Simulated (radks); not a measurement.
# Ag in [Kr] 4d10 5s1: an all-electron calculation

An exercise on one series of results from a longer session: the logs are not shown, and one member is left open.

The numbers are computed with radks (a radial shooting solver on a logarithmic mesh, Libxc functionals) version 1 (Dirac Kohn-Sham, PBE, spin-unpolarised, spherical densities, finite nucleus), except any that are marked as measured or tabulated.

### The atom as given

| Quantity | Value |
| --- | --- |
| element | silver (Z = 47) |
| charge | 0 |
| electrons | 47 |
| configuration | [Kr] 4d10 5s1 |
| nuclear rms radius | 4.5454 fm |

The outer shells:

Ag
```
[Kr] core
4d [↑↓][↑↓][↑↓][↑↓][↑↓]
5s [↑ ]
```

Set-up of the first run:

The run's settings:

```text
Z 47
configuration [Kr] 4d10 5s1
relativity Dirac
functional pbe,pbe
spin unpolarised
j_filling average
nucleus finite rms 4.5454 fm
c 137.035999084
```

Run with:

```console
> python run_ks.py task.json out
```

This one command runs every case of the session in turn.

Among the steps run: Self-consistent calculation.

One of the session's tables, all rows but one given; the rest of the session is left out.

It belongs to the step «Radial structure». Sizes of the orbitals, from the radial functions (bohr):

| level | <r> | outermost maximum (interpolated) | 90 % within | nodes |
| --- | --- | --- | --- | --- |
| 1s1/2 | 0.03111 | 0.0202 | 0.0558 | 0 |
| 2s1/2 | 0.1345 | 0.114 | 0.208 | 1 |
| 2p1/2 | 0.1141 | 0.0882 | 0.187 | 0 |
| 2p3/2 | 0.1192 | 0.0924 | 0.194 | 0 |
| 3s1/2 | 0.3683 | 0.333 | 0.543 | 2 |
| 3p1/2 | 0.3600 | 0.319 | 0.543 | 1 |
| 3p3/2 | 0.3709 | 0.329 | 0.558 | 1 |
| 3d3/2 | 0.3437 | 0.272 | 0.544 | 0 |
| 3d5/2 | 0.3472 | 0.275 | 0.549 | 0 |
| 4s1/2 | 0.9121 | 0.823 | 1.33 | 3 |
| 4p1/2 | 0.9797 | 0.860 | 1.45 | 2 |
| 4p3/2 | 1.011 | 0.885 | 1.50 | 2 |
| 4d3/2 | 1.403 | 1.03 | 2.28 | 1 |
| 4d5/2 | ? | ? | ? | ? |
| 5s1/2 | 3.166 | 2.50 | 4.87 | 4 |

Q: Estimate the row for 4d5/2 from the others.

**Answer.** <r>: 1.429; outermost maximum (interpolated): 1.04; 90 % within: 2.34; nodes: 1. In the column «<r>» it lies between 4d3/2 (1.403) and 5s1/2 (3.166).

Limits of these values: Spin polarisation and multiplet splitting are left out.
